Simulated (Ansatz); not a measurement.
Crystal: Li2CoCl4.

```
Co Cl Li
1.0
     3.61922   -4.91557    0.00000
     3.61922    4.91557    0.00000
     0.00000    0.00000    3.58948
Co Cl Li
1 4 2
Direct
  0.00000 0.00000 0.00000
  0.23353 0.76647 0.00000
  0.22870 0.22870 0.50000
  0.76647 0.23353 0.00000
  0.77130 0.77130 0.50000
  0.00000 0.50000 0.50000
  0.50000 0.00000 0.50000
```

The cell is a database's computed one.

* Program: Ansatz 0.2.0
* Task: relaxation of cell and atoms
* Functional: PBEsol
* Potentials or basis: Ansatz PAW
* Cutoff: 420 eV (not typed: the program's choice for these potentials)
* k mesh: 5 × 5 × 8
* Occupations: fermi-dirac, width 0.05 eV
* Spin: collinear spin, ferromagnetic start
* Starting moments: [2.0, 0.0, 0.0, 0.0, 0.0, 0.0, 0.0] μB

At the start: volume 18.25 Å³/atom.

Where does the relaxation end?

It ends after 6 steps and the volume is 18.11 Å³/atom (-0.7 %); space group Cmmm (No. 65, to 0.05 Å); moment 3.00 μB per cell.

Step by step:
| step | energy change (eV) | largest force (eV/Å) | volume (Å³) |
| --- | --- | --- | --- |
| 1 | 0.0000 | 0.4607 | 127.72 |
| 2 | -0.0269 | 0.2612 | 127.34 |
| 3 | -0.0602 | 0.0250 | 126.61 |
| 4 | -0.0630 | 0.0072 | 126.72 |
| 5 | -0.0631 | 0.0044 | 126.78 |
| 6 | -0.0631 | 0.0044 | 126.78 |

Final structure:
```cif
data_structure
_symmetry_space_group_name_H-M 'P 1'
_symmetry_Int_Tables_number 1
_cell_length_a 6.2169
_cell_length_b 6.2169
_cell_length_c 3.4784
_cell_angle_alpha 90.000
_cell_angle_beta 90.000
_cell_angle_gamma 109.439
_cell_volume 126.78
loop_
_atom_site_label
_atom_site_type_symbol
_atom_site_fract_x
_atom_site_fract_y
_atom_site_fract_z
_atom_site_occupancy
Co1 Co 0.00000 0.00000 0.00000 1
Cl1 Cl 0.23804 0.76196 0.00000 1
Cl2 Cl 0.22966 0.22966 0.50000 1
Cl3 Cl 0.76196 0.23804 0.00000 1
Cl4 Cl 0.77034 0.77034 0.50000 1
Li1 Li 0.00000 0.50000 0.50000 1
Li2 Li 0.50000 0.00000 0.50000 1
```

Caveat: the plane-wave basis is chosen anew once the cell has moved, so the energies of steps on either side of that aren't comparable; a cell with one magnetic atom can't hold antiferromagnetic order, which such compounds often take; the PAW data sets come from PBE, with cores solved anew for the run's functional, which leaves a small shift of forces and pressure.
